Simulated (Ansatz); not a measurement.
# BiSe4: the cost of one run

Computed with Ansatz 0.2.0 (DFT PBE, scalar-relativistic, plane waves, PAW, unless a step's input says otherwise).

**1. The starting structure**

The structure is tetragonal, space group I4/mmm (No. 139). Conventional cell: a = 4.950 Å, b = 4.950 Å, c = 11.820 Å, α = 90.00°, β = 90.00°, γ = 90.00°. Bi (site symmetry 4/mmm) has 16 Se at 3.77 to 3.85 Å in its first shell of neighbours. Around Se (site symmetry 4mm) lie 5 Se at 2.80 to 2.92 Å and 4 Bi at 3.77 Å. Se (site symmetry -4m2) has 8 Se at 2.92 to 3.50 Å and 4 Bi at 3.85 Å in its first shell of neighbours.

Coordinates:

```cif
data_structure
_symmetry_space_group_name_H-M 'I4/mmm'
_symmetry_Int_Tables_number 139
_cell_length_a 4.9498
_cell_length_b 4.9498
_cell_length_c 11.8199
_cell_angle_alpha 90.000
_cell_angle_beta 90.000
_cell_angle_gamma 90.000
_cell_volume 289.60
loop_
_atom_site_label
_atom_site_type_symbol
_atom_site_symmetry_multiplicity
_atom_site_Wyckoff_symbol
_atom_site_fract_x
_atom_site_fract_y
_atom_site_fract_z
_atom_site_occupancy
Bi1 Bi 2 a 0.00000 0.00000 0.00000 1
Se1 Se 4 e 0.50000 0.50000 0.11834 1
Se2 Se 4 d 0.00000 0.50000 0.25000 1
```

A structure generator made this guess: species swapped into a database cell of SrGa4 (I4/mmm, No. 139), with Bi on the Sr sites and Se on the Ga sites. Lengths come from tabulated atomic sizes and are only a guess.

**2. The guess as it stands, on a coarse mesh**

input.yaml

```yaml
crystal:
  lattice:
    - [-2.4749083, 2.4749083, 5.90996657]
    - [2.4749083, -2.4749083, 5.90996657]
    - [2.4749083, 2.4749083, -5.90996657]
  atoms:
    - { symbol: Bi, position: [0.0, 0.0, 0.0] }
    - { symbol: Se, position: [0.61833668, 0.61833668, 0.0] }
    - { symbol: Se, position: [0.75, 0.25, 0.5] }
    - { symbol: Se, position: [0.25, 0.75, 0.5] }
    - { symbol: Se, position: [0.38166332, 0.38166332, 0.0] }
basis:
  ecutwfc: 420
kpoints:
  mp_grid: { grid: [6, 6, 6] }
hamiltonian:
  xc: pbe
scf:
  occupations: { method: gaussian, width: 0.1 }
  lower_state_search: "off"
output:
  forces: true
  stress: true
  eigenvalues: true
```

Launch:

```
ansatz run input.yaml --threads 1 --pin off --max-ram 2560MiB --backend cpu --events-out ev --progress --plain --runs-dir out
```

Q: Estimate wall time and peak memory on 1 thread of Intel Xeon at 2.50GHz (Skylake/Cascade Lake), shared host.

About 20 s, with a peak of 0.54 GiB.
